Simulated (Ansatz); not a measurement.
# O2Pt: the cost of one run

Program: Ansatz 0.2.0. Level of theory: the levels named in each step. These are calculated values, not measurements.

## Step 1: The starting structure

Bond lengths: O1–Pt2 1.570 Å, Pt2–O3 1.570 Å. Angles: O1–Pt2–O3 180.0°.

Structure file:

```xyz
3

O     0.0000    0.0000   -1.5702
Pt    0.0000    0.0000    0.0000
O     0.0000    0.0000    1.5703
```

## Step 2: A rough first relaxation, PBE-D4/def2-SVP

This run stands in another session on the same molecule. It ended at:

```xyz
3

O     0.0000    0.0000   -1.7178
Pt    0.0000    0.0000    0.0000
O     0.0000    0.0000    1.7178
```

## Step 3: Relaxation, PBE0-D4/def2-TZVPP

This run stands in another session on the same molecule. It ended at:

```xyz
3

O     0.0000    0.0000   -1.6816
Pt    0.0000    0.0000    0.0000
O     0.0000    0.0000    1.6816
```

## Step 4: Frequencies, PBE0-D4/def2-TZVPP

Contents of input.yaml:

```yaml
crystal:
  periodic: [false, false, false]
  atoms:
    - { symbol: O, position_ang: [0.0, 0.0, -1.68155923] }
    - { symbol: Pt, position_ang: [0.0, 0.0, 3.31e-06] }
    - { symbol: O, position_ang: [0.0, 0.0, 1.68156592] }
basis:
  gaussian: { orbitals: def2-TZVPP }
hamiltonian:
  xc: pbe0
  dispersion: d4
phonons: {}
```

On the command line:

```console
> ansatz run input.yaml --threads 4 --pin off --max-ram 10240MiB --backend cpu --events-out ev --progress --plain --runs-dir out
```

Q: Estimate wall time and peak memory on 4 threads of Arm Neoverse N1, shared host.

About 14 s, with a peak of 0.18 GiB.
